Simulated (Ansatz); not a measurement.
**H9NOSi3: up Jacob's ladder to CCSD(T)**

One table from this session's results is given with a row withheld; the runs are named, their logs left out.

The runs use Ansatz 0.2.0, Gaussian basis; functionals in def2-TZVPP, the program's frozen cores in correlated methods.

Plan: PBE-D4, r2SCAN-D4, PBE0-D4, B3LYP-D4, ωB97X-V, ωB97M-V, B2PLYP; CCSD(T)/def2-TZVPP; MP2/def2-QZVPP; extrapolation to the limit.

## The relaxed structure

An earlier PBE0-D4 in a triple-zeta def2 set relaxation fixed the geometry.

SMILES `N[Si](O)([SiH3])[SiH3]`, 14 atoms, charge 0, spin multiplicity 1.

Atoms are counted from 1 here; the program's logs count them from 0.

Bond lengths: N1–Si2 1.709 Å, N1–H6 1.007 Å, N1–H7 1.007 Å, Si2–O3 1.663 Å, Si2–Si4 2.350 Å, Si2–Si5 2.350 Å, O3–H8 0.959 Å, Si4–H9 1.491 Å, Si4–H10 1.491 Å, Si4–H11 1.488 Å, Si5–H12 1.488 Å, Si5–H13 1.491 Å, Si5–H14 1.491 Å. Angles: Si2–N1–H6 120.9°, Si2–N1–H7 120.9°, H6–N1–H7 111.3°, N1–Si2–O3 110.8°, N1–Si2–Si4 107.1°, N1–Si2–Si5 107.1°, O3–Si2–Si4 109.9°, O3–Si2–Si5 110.0°, Si4–Si2–Si5 111.9°, Si2–O3–H8 117.4°, Si2–Si4–H9 110.8°, Si2–Si4–H10 110.4°, Si2–Si4–H11 111.2°, H9–Si4–H10 107.8°, H9–Si4–H11 108.4°, H10–Si4–H11 108.1°, Si2–Si5–H12 111.2°, Si2–Si5–H13 110.4° and more.

Set-up of the first run:

in.yaml

```yaml
crystal:
  periodic: [false, false, false]
  atoms:
    - {symbol: N, position_ang: [-1.585113, 0.591272, 0.963262]}
    - {symbol: Si, position_ang: [0.008354, 0.259744, 0.443351]}
    - {symbol: O, position_ang: [1.119709, 0.878041, 1.514263]}
    - {symbol: Si, position_ang: [0.274319, 1.271636, -1.660445]}
    - {symbol: Si, position_ang: [0.223934, -2.076915, 0.323956]}
    - {symbol: H, position_ang: [-1.992700, 0.086712, 1.734151]}
    - {symbol: H, position_ang: [-1.972048, 1.518409, 0.888267]}
    - {symbol: H, position_ang: [2.047809, 0.742046, 1.313814]}
    - {symbol: H, position_ang: [-0.225442, 2.676563, -1.639431]}
    - {symbol: H, position_ang: [1.715227, 1.305319, -2.041508]}
    - {symbol: H, position_ang: [-0.465596, 0.524903, -2.713894]}
    - {symbol: H, position_ang: [-0.507580, -2.625630, -0.850200]}
    - {symbol: H, position_ang: [1.659046, -2.459834, 0.196234]}
    - {symbol: H, position_ang: [-0.312918, -2.721666, 1.556881]}
basis:
  gaussian: {orbitals: def2-TZVPP}
hamiltonian: {xc: pbe, dispersion: d4}
output: {forces: true, orbitals: {seedname: orbitals}}
```

Launch:

```sh
$ ansatz run in.yaml --threads 2 --pin off --events-out ev --progress --plain --max-ram 20480MiB --backend cuda --devices 0, --max-vram 18GiB
```

Among the steps run: PBE-D4 (GGA); r2SCAN-D4 (meta-GGA); PBE0-D4 (hybrid); B3LYP-D4 (hybrid); ωB97X-V (range-separated); ωB97M-V (range-separated); B2PLYP (double hybrid); CCSD(T) in def2-TZVPP; MP2 in def2-QZVPP.

One of the session's tables, all rows but one given; the rest of the session is left out.

| method | atomisation energy (kcal/mol) |
| --- | --- |
| PBE-D4 | 1079.3 |
| r2SCAN-D4 | 1077.1 |
| PBE0-D4 | ? |
| B3LYP-D4 | 1080.0 |
| ωB97X-V | 1088.7 |
| ωB97M-V | 1081.0 |
| B2PLYP | 1063.4 |
| HF/def2-TZVPP | 781.8 |
| MP2/def2-TZVPP | 1050.8 |
| CCSD/def2-TZVPP | 1037.0 |
| CCSD(T)/def2-TZVPP | 1049.7 |
| MP2/CBS | 1083.9 |
| CCSD(T)/CBS | 1082.7 |

Estimate the missing values for PBE0-D4.

The run gave: atomisation energy (kcal/mol): 1067.2. In the column «atomisation energy (kcal/mol)» it lies between B2PLYP (1063.4) and r2SCAN-D4 (1077.1).
